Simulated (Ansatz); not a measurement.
# TiIF3: up Jacob's ladder to CCSD(T)

One table from this session's results is given with a row withheld; the runs are named, their logs left out.

Computed with Ansatz 0.2.0, Gaussian basis. Level: functionals in def2-TZVPP, the program's frozen cores in correlated methods.

Plan: LDA (SPW92), PBE-D4, revPBE-D4, BLYP-D4, r2SCAN-D4, B97M-V, PBE0-D4, B3LYP-D4, r2SCANh-D4, r2SCAN0-D4, HSE06-D4, BHLYP-D4, CAM-B3LYP-D4, LC-ωPBE, ωB97X-V, ωB97M-V, B2PLYP, PBE-QIDH; CCSD(T)/def2-SVP; CCSD(T)/def2-TZVPP; MP2/def2-QZVPP; extrapolation to the limit; RPA on PBE.

## The relaxed structure

An earlier PBE0-D4 in a triple-zeta def2 set relaxation fixed the geometry. I takes the def2 core potential; no spin-orbit term is included.

SMILES `[F][Ti]([F])([F])[I]`, 5 atoms, charge 0, spin multiplicity 1.

Atoms are counted from 1 here; the program's logs count them from 0.

Bond lengths: F1–Ti2 1.736 Å, Ti2–F3 1.736 Å, Ti2–F4 1.736 Å, Ti2–I5 2.548 Å. Angles: F1–Ti2–F3 109.5°, F1–Ti2–F4 109.5°, F1–Ti2–I5 109.4°, F3–Ti2–F4 109.5°, F3–Ti2–I5 109.4°, F4–Ti2–I5 109.4°.

Set-up of the first run:

The input, in.yaml:

```yaml
crystal:
  periodic: [false, false, false]
  atoms:
    - {symbol: F, position_ang: [-0.870876, -0.558400, 1.460533]}
    - {symbol: Ti, position_ang: [0.030105, -0.173026, 0.027636]}
    - {symbol: F, position_ang: [1.714739, -0.493592, 0.297288]}
    - {symbol: F, position_ang: [-0.540675, -1.141475, -1.295159]}
    - {symbol: I, position_ang: [-0.283393, 2.292893, -0.531699]}
basis:
  gaussian: {orbitals: def2-TZVPP}
hamiltonian: {xc: lda}
output: {orbitals: {seedname: orbitals}}
```

Run with:

```sh
$ ansatz run in.yaml --threads 4 --pin off --events-out ev --progress --plain --max-ram 10444MiB
```

Steps of the session up to this table: LDA; PBE-D4 (GGA); revPBE-D4 (GGA); BLYP-D4 (GGA); r2SCAN-D4 (meta-GGA); B97M-V (meta-GGA); B3LYP-D4 (hybrid); r2SCANh-D4 (hybrid); r2SCAN0-D4 (hybrid); HSE06-D4 (hybrid); BHLYP-D4 (hybrid); CAM-B3LYP-D4 (range-separated); LC-ωPBE (range-separated); ωB97X-V (range-separated); ωB97M-V (range-separated); B2PLYP (double hybrid); PBE-QIDH (double hybrid).

One table of the session follows, with a row left open; its other results are not shown here.

It belongs to the step «Frontier levels by functional». 

| functional | HOMO (eV) | LUMO (eV) | gap (eV) |
| --- | --- | --- | --- |
| LDA (SPW92) | -7.56 | -4.47 | 3.09 |
| PBE-D4 | ? | ? | ? |
| revPBE-D4 | -7.27 | -4.10 | 3.17 |
| BLYP-D4 | -7.18 | -4.10 | 3.08 |
| r2SCAN-D4 | -7.67 | -4.20 | 3.47 |
| B97M-V | -7.63 | -4.16 | 3.48 |
| PBE0-D4 | -8.51 | -3.37 | 5.14 |
| B3LYP-D4 | -8.27 | -3.63 | 4.64 |
| r2SCANh-D4 | -8.09 | -3.87 | 4.22 |
| r2SCAN0-D4 | -8.72 | -3.35 | 5.37 |
| HSE06-D4 | -8.12 | -3.75 | 4.37 |
| BHLYP-D4 | -9.50 | -2.34 | 7.16 |
| CAM-B3LYP-D4 | -9.72 | -2.31 | 7.41 |
| LC-ωPBE | -10.98 | -1.18 | 9.80 |
| ωB97X-V | -10.67 | -1.18 | 9.49 |
| ωB97M-V | -10.56 | -1.17 | 9.38 |

Estimate the missing values for PBE-D4.

**Answer.** HOMO (eV): -7.35; LUMO (eV): -4.19; gap (eV): 3.16. In the column «HOMO (eV)» it lies between LDA (SPW92) (-7.56) and revPBE-D4 (-7.27).
